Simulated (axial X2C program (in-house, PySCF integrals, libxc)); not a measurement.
**A two-component session on CoO: EOM-EA-CCSD levels**

Wanted for CoO: EOM-EA-CCSD levels, at the two-component level.

Method: two-component X2C with atomic mean-field terms, Co dyall-acv3z, O dyall-av3z; program: an in-house X2C program for linear molecules on PySCF integrals.

All values are calculated.

## (1) The job

File task.json:

```json
{
 "zs": [
  27,
  8
 ],
 "q": 0,
 "bas": [
  "dyall-acv3z",
  "dyall-av3z"
 ],
 "r0": 1.6,
 "eom": "ea",
 "thr": -2.0,
 "nmax": 92,
 "grid": [
  1,
  0.96,
  1.045,
  0.92,
  1.09,
  1.15
 ]
}
```

Keys: zs atomic numbers; q charge; bas basis sets; r0 starting distance in Å; eom kind of EOM run; thr threshold in hartree for freezing inner shells (an s shell follows its p shell); nmax most natural virtual spinors; grid distances as factors.

Run with:

```sh
$ python soeom.py task.json out
```

Further steps of the session: EOM-EA-CCSD at 1.604 Å.

Q: Predict the outcome of this session. Wanted: next root led by one particle; T1 of the reference.

**Answer**, as computed:

| quantity | value |
| --- | --- |
| lowest root at 1.604 Å | Ω = 1/2, 8.224 eV |
| next root led by one particle | Ω = 3/2, about 1420 cm⁻¹ higher |
| T1 of the reference | 0.142 |

**Reading.** The added electron is bound by 8.22 eV in a spinor of 36% Co sσ, 20% O pπ, 14% O pσ. Errors of 0.1 to 0.3 eV are usual at this size, and roots led by higher excitations are left out, so the list is incomplete, and low states of that kind can be missing. T1 or the largest double amplitude of the reference is raised, which lowers the reliability.
